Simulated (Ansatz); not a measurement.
# CHBrN radical: geometry and frequencies at several levels

One table from this session's results is given with a row withheld; the runs are named, their logs left out.

Computed with Ansatz 0.2.0 (the levels named in each step, unless a step's input says otherwise).

## The starting structure

Bond lengths: C1–N2 1.136 Å, C1–H4 1.061 Å. Angles: N2–C1–H4 180.0°.

As a file:

```xyz
4

C     0.0000    0.0000   -0.9141
N     0.0000    0.0000   -2.0500
Br    0.0000    0.0000    2.8166
H     0.0000    0.0000    0.1474
```

The first run:

The input, input.yaml:

```yaml
crystal:
  periodic: [false, false, false]
  atoms:
    - { symbol: C, position_ang: [0.0, 0.0, -0.91407] }
    - { symbol: "N", position_ang: [0.0, 0.0, -2.04997] }
    - { symbol: Br, position_ang: [0.0, 0.0, 2.81664] }
    - { symbol: H, position_ang: [0.0, 0.0, 0.14741] }
magnetization:
  spin_polarized: true
  initial_magnetization: 1
basis:
  gaussian: { orbitals: def2-SVP }
hamiltonian:
  xc: pbe
  dispersion: d4
relax:
  f_tol: 0.03
  max_steps: 200
```

The run is started by

```
$ ansatz run input.yaml --threads 2 --pin off --max-ram 5120MiB --backend cpu --events-out ev --progress --plain --runs-dir out
```

Among the steps run: A rough first relaxation, PBE-D4/def2-SVP; Relaxation, PBE0-D4/def2-TZVPP; Frequencies, PBE0-D4/def2-TZVPP; Relaxation, PBE-D4/def2-TZVPP; Frequencies, PBE-D4/def2-TZVPP; Relaxation, r2SCAN-D4/def2-TZVPP; Frequencies, r2SCAN-D4/def2-TZVPP; Relaxation, B3LYP-D4/def2-TZVPP; Frequencies, B3LYP-D4/def2-TZVPP; Relaxation, B2PLYP/def2-TZVPP.

One table of the session follows, with a row left open; its other results are not shown here.

It belongs to the step «Geometries side by side». 

| level | C1–N2 (Å) | rotational constants (MHz) | dipole (D) | highest frequency (cm⁻¹) |
| --- | --- | --- | --- | --- |
| PBE0-D4/def2-TZVPP | 1.1459 | 1214.3 | 3.49 | 3412 |
| PBE-D4/def2-TZVPP | ? | ? | ? | ? |
| r2SCAN-D4/def2-TZVPP | 1.1496 | 1183.1 | 3.44 | 3397 |
| B3LYP-D4/def2-TZVPP | 1.1464 | 1201.6 | 3.47 | 3407 |
| B2PLYP/def2-TZVPP | 1.1540 | 1169.3 | 3.41 | - |

Q: Estimate the row for PBE-D4/def2-TZVPP from the others.

The run gave: C1–N2 (Å): 1.1588; rotational constants (MHz): 1227.6; dipole (D): 3.43; highest frequency (cm⁻¹): 3304. In the column «C1–N2 (Å)» it is the highest.
